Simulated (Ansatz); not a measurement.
# C₃H₉AlO: up Jacob's ladder to CCSD(T)

One table from this session's results is given with a row withheld; the runs are named, their logs left out.

Method: functionals in def2-TZVPP, the program's frozen cores in correlated methods; program: Ansatz 0.2.0, Gaussian basis.

Plan: PBE-D4, r2SCAN-D4, PBE0-D4, B3LYP-D4, ωB97X-V, ωB97M-V, B2PLYP; CCSD(T)/def2-TZVPP; MP2/def2-QZVPP; extrapolation to the limit.

## The relaxed structure

All runs share one geometry, relaxed beforehand with PBE0-D4 in a triple-zeta def2 set.

SMILES `[CH3][Al]([CH3])[CH2]O`, 14 atoms, charge 0, spin multiplicity 1.

Atoms are counted from 1 here; the program's logs count them from 0.

Bond lengths: C1–Al2 1.960 Å, C1–H6 1.093 Å, C1–H7 1.096 Å, C1–H8 1.097 Å, Al2–C3 1.955 Å, Al2–C4 1.979 Å, C3–H9 1.093 Å, C3–H10 1.095 Å, C3–H11 1.096 Å, C4–O5 1.431 Å, C4–H12 1.104 Å, C4–H13 1.098 Å, O5–H14 0.959 Å. Angles: Al2–C1–H6 112.8°, Al2–C1–H7 111.5°, Al2–C1–H8 111.3°, H6–C1–H7 107.6°, H6–C1–H8 107.0°, H7–C1–H8 106.4°, C1–Al2–C3 122.4°, C1–Al2–C4 116.4°, C3–Al2–C4 121.2°, Al2–C3–H9 113.3°, Al2–C3–H10 111.2°, Al2–C3–H11 110.6°, H9–C3–H10 107.9°, H9–C3–H11 107.4°, H10–C3–H11 106.2°, Al2–C4–O5 115.6°, Al2–C4–H12 111.1°, Al2–C4–H13 108.7° and more.

Set-up of the first run:

The input, in.yaml:

```yaml
crystal:
  periodic: [false, false, false]
  atoms:
    - {symbol: C, position_ang: [-1.584980, 0.934130, 0.457641]}
    - {symbol: Al, position_ang: [0.116373, -0.011948, 0.233789]}
    - {symbol: C, position_ang: [1.302244, -0.402979, 1.737569]}
    - {symbol: C, position_ang: [0.570427, -0.582002, -1.605803]}
    - {symbol: O, position_ang: [-0.263988, -0.052328, -2.641092]}
    - {symbol: H, position_ang: [-1.733421, 1.302286, 1.475955]}
    - {symbol: H, position_ang: [-1.658801, 1.792652, -0.218863]}
    - {symbol: H, position_ang: [-2.436368, 0.283050, 0.224790]}
    - {symbol: H, position_ang: [2.153353, -1.031567, 1.464281]}
    - {symbol: H, position_ang: [0.762096, -0.903020, 2.548521]}
    - {symbol: H, position_ang: [1.702350, 0.524300, 2.163428]}
    - {symbol: H, position_ang: [0.616739, -1.682039, -1.680648]}
    - {symbol: H, position_ang: [1.593356, -0.254214, -1.834233]}
    - {symbol: H, position_ang: [-1.152181, 0.054480, -2.296535]}
basis:
  gaussian: {orbitals: def2-TZVPP}
hamiltonian: {xc: pbe, dispersion: d4}
output: {forces: true, orbitals: {seedname: orbitals}}
```

Started as:

```
$ ansatz run in.yaml --threads 4 --pin off --events-out ev --progress --plain --max-ram 10444MiB
```

Among the steps run: PBE-D4 (GGA); r2SCAN-D4 (meta-GGA); PBE0-D4 (hybrid); B3LYP-D4 (hybrid); ωB97X-V (range-separated); ωB97M-V (range-separated); B2PLYP (double hybrid); CCSD(T) in def2-TZVPP; MP2 in def2-QZVPP.

One table of the session follows, with a row left open; its other results are not shown here.

It belongs to the step «Atomisation energies». 

```
            method  atomisation energy (kJ/mol)
            PBE-D4                            ?
         r2SCAN-D4                       5106.5
           PBE0-D4                       5093.5
          B3LYP-D4                       5089.1
           ωB97X-V                       5097.8
           ωB97M-V                       5107.6
            B2PLYP                       5037.8
     HF/def2-TZVPP                       3767.7
    MP2/def2-TZVPP                       5027.1
   CCSD/def2-TZVPP                       4913.0
CCSD(T)/def2-TZVPP                       4975.4
           MP2/CBS                       5148.7
       CCSD(T)/CBS                       5097.0
```

Estimate the missing values for PBE-D4.

As computed: atomisation energy (kJ/mol): 5163.8. In the column «atomisation energy (kJ/mol)» it is the highest.

Limits of these values: Free atoms (3 C, 1 Al, 1 O, 9 H) were run apart at each level; the atomisation energy is their sum less the molecule, without zero-point or spin-orbit terms.
